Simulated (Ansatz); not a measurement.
# Si4B: the cost of one run

Computed with Ansatz 0.2.0 (DFT PBE, scalar-relativistic, plane waves, PAW, unless a step's input says otherwise).

**1. The structure to begin with**

The structure is cubic, space group Pm-3m (No. 221). The conventional cell has a = 3.999 Å, b = 3.999 Å, c = 3.999 Å, α = 90.00°, β = 90.00°, γ = 90.00°. Si (site symmetry m-3m) is surrounded by 6 Si at 2.00 Å. Around Si (site symmetry 4/mmm) lie 2 Si at 2.00 Å. B (site symmetry m-3m) has 12 Si at 2.83 Å in its first shell of neighbours.

Structure file:

```cif
data_structure
_symmetry_space_group_name_H-M 'P 1'
_symmetry_Int_Tables_number 1
_cell_length_a 3.9990
_cell_length_b 3.9990
_cell_length_c 3.9990
_cell_angle_alpha 90.000
_cell_angle_beta 90.000
_cell_angle_gamma 90.000
_cell_volume 63.95
loop_
_atom_site_label
_atom_site_type_symbol
_atom_site_fract_x
_atom_site_fract_y
_atom_site_fract_z
_atom_site_occupancy
Si1 Si 0.50000 0.50000 0.50000 1
Si2 Si 0.00000 0.50000 0.50000 1
Si3 Si 0.50000 0.00000 0.50000 1
Si4 Si 0.50000 0.50000 0.00000 1
B1 B 0.00000 0.00000 0.00000 1
```

Recipe of the guess: species swapped into a database cell of Mn4N (Pm-3m, No. 221). The dimensions are guesses.

**2. The guess as it stands, on a coarse mesh**

input.yaml reads:

```yaml
crystal:
  lattice:
    - [3.99895029, 0.0, 0.0]
    - [0.0, 3.99895029, 0.0]
    - [0.0, 0.0, 3.99895029]
  atoms:
    - { symbol: Si, position: [0.5, 0.5, 0.5] }
    - { symbol: Si, position: [0.0, 0.5, 0.5] }
    - { symbol: Si, position: [0.5, 0.0, 0.5] }
    - { symbol: Si, position: [0.5, 0.5, 0.0] }
    - { symbol: B, position: [0.0, 0.0, 0.0] }
basis:
  ecutwfc: 420
kpoints:
  mp_grid: { grid: [4, 4, 4] }
hamiltonian:
  xc: pbe
scf:
  occupations: { method: gaussian, width: 0.1 }
  lower_state_search: "off"
output:
  forces: true
  stress: true
  eigenvalues: true
```

Launch:

```bash
ansatz run input.yaml --threads 1 --pin off --max-ram 2560MiB --backend cpu --events-out ev --progress --plain --runs-dir out
```

Q: Estimate wall time and peak memory on 1 thread of Intel Xeon at 2.70GHz, shared host.

About 1.4 s, with a peak of 0.3 GiB.
